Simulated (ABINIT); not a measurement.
Here is an ABINIT 10.8.3 (patched build) calculation.

The input run.abi:

```
pp_dirpath "./"
pseudos "Sn.upf, Se.upf"

acell 3*1.0 Angstrom
rprim
     3.8110000000     0.0000000000     0.0000000000
    -1.9055000000     3.3004228138     0.0000000000
     0.0000000000     0.0000000000     6.1360000000
ntypat 2
znucl 50 34
natom 3
typat 1 2 2
xcart
     0.0000000000     0.0000000000     0.0000000000
     3.6008731308     2.0789650710     8.7081149850
    -0.0000000004     4.1579301426     2.8872445157

ecut 1088.455450 eV

kptopt 1
ngkpt 6 6 4
nshiftk 1
shiftk 0.0 0.0 0.0

ixc 7

nband 28
occopt 3
tsmear 0.05 eV

nstep 100
tolvrs 1.0e-10

iomode 3
prtwf 0
prtden 0
prteig 0
prtebands 0
enunit 1
```

Potentials or basis: PseudoDojo NC SR LDA v0.4.1 standard.

Launch:

```bash
$ mpirun --bind-to none -np 4 abinit run.abi > log 2>&1
```

Q: Estimate the largest force.

A: 0.486 eV/Å.

Q: Predict the band gap on the k mesh.

A: 0.66 eV, indirect (least direct gap 0.84 eV).

Q: Estimate the pressure.

A: 0.8 GPa.

Forces in eV/Å, atoms in the order of the input:
```
Sn   0.000  0.000  0.000
Se   0.000  0.000 -0.486
Se   0.000  0.000  0.486
```

Caveat: spin-orbit coupling is left out, which moves the levels of the heavy elements. A k mesh can miss the band edges.
